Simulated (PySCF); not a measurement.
# C2H6OSiTe: the cost of one run

Programs: PySCF 2.14.0, with routines of our own; each step states its level. All values are computed. Atoms count from 0.

## (1) The system as given

11 atoms, charge 0, multiplicity 1; geometry from: GFN2-xTB.

## (2) Geometry optimisation at PBE0-D3(BJ)/def2-SVP

The job: settings as JSON, then the geometry in Å.

```
{"job": {"xc": "PBE0", "basis": "def2-SVP", "d3": "d3bj", "grid": 1, "maxiter": 30, "shake": 0.01, "kind": "geom"}, "charge": 0, "multiplicity": 1}
C     -1.735770    -0.656970    -0.140540
C     -0.564920    -0.237180    -0.951020
O     -0.559680    -0.285400    -2.170030
Si     1.046240     0.392790    -0.050310
Te     2.260490     0.742480    -2.142870
H     -2.072450     0.221760     0.458630
H     -1.462320    -1.435410     0.534020
H     -2.562260    -0.951280    -0.785100
H      1.451670    -0.648260     0.901350
H      0.638470     1.548240     0.777510
H      3.598630     1.283410    -1.327550
```

The run is started by

```sh
OMP_NUM_THREADS=1 python heavy_run.py task.json out
```

The driver reads the jobs from task.json and runs them one after another.

**Question.** How long does this first job take on 1 thread of Arm Neoverse V2, shared host, and how much memory does it need?

About 29 s, with a peak of 0.49 GiB.
